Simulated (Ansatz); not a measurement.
Wanted: the native input for an Ansatz 0.2.0 run.

* Task: single point
* Functional: PBE
* Potentials or basis: Ansatz PAW
* Cutoff: 420 eV (not typed: the program's choice for these potentials)
* k mesh: 6 × 6 × 6
* Occupations: fermi-dirac, width 0.05 eV
* Spin: no spin polarisation

Crystal: SbS2.

```
CELL_PARAMETERS angstrom
-3.03071 3.03071 5.79760
3.03071 -3.03071 5.79760
3.03071 3.03071 -5.79760
ATOMIC_POSITIONS crystal
Sb 0.00000 0.00000 0.00000
Sb 0.75000 0.25000 0.50000
S 0.64903 0.12500 0.02403
S 0.37500 0.35097 0.47597
S 0.10097 0.62500 0.97597
S 0.87500 0.89903 0.52403
```

The cell comes from a database or a generator and needn't be the stable form of this composition.

These files were run (other wordings do the same):

input.yaml

```yaml
crystal:
  lattice:
    - [-3.030715, 3.030715, 5.797597]
    - [3.030715, -3.030715, 5.797597]
    - [3.030715, 3.030715, -5.797597]
  atoms:
    - { symbol: Sb, position: [0.0, 0.0, 0.0] }
    - { symbol: Sb, position: [0.75, 0.25, 0.5] }
    - { symbol: S, position: [0.649029, 0.125, 0.024029] }
    - { symbol: S, position: [0.375, 0.350971, 0.475971] }
    - { symbol: S, position: [0.100971, 0.625, 0.975971] }
    - { symbol: S, position: [0.875, 0.899029, 0.524029] }
hamiltonian:
  xc: pbe
  pseudopotentials: { kind: paw }
kpoints:
  mp_grid: { grid: [6, 6, 6] }
scf:
  occupations: { method: fermi_dirac, width: 0.05 }
output:
  forces: true
  stress: true
  eigenvalues: true
  write_density: true
  write_potential: true
  elf: true
  volumetric_format: npy
```

Potentials or basis: Ansatz PAW.

Run with:

```bash
$ ansatz run input.yaml --threads 2 --pin off --max-ram 5120MiB --backend cpu --events-out ev --progress --plain --runs-dir out
```

Results of the run:

```json
{
 "Pressure": "0.1 GPa",
 "Largest force": "0.025 eV/Å",
 "Band gap on the k mesh": "none (metal or under the smearing width)"
}
```

Wall time 6.9 s on 2 threads of Intel(R) Xeon(R) Platinum 8488C (Sapphire Rapids), on a shared host, peak memory 0.6 GiB.
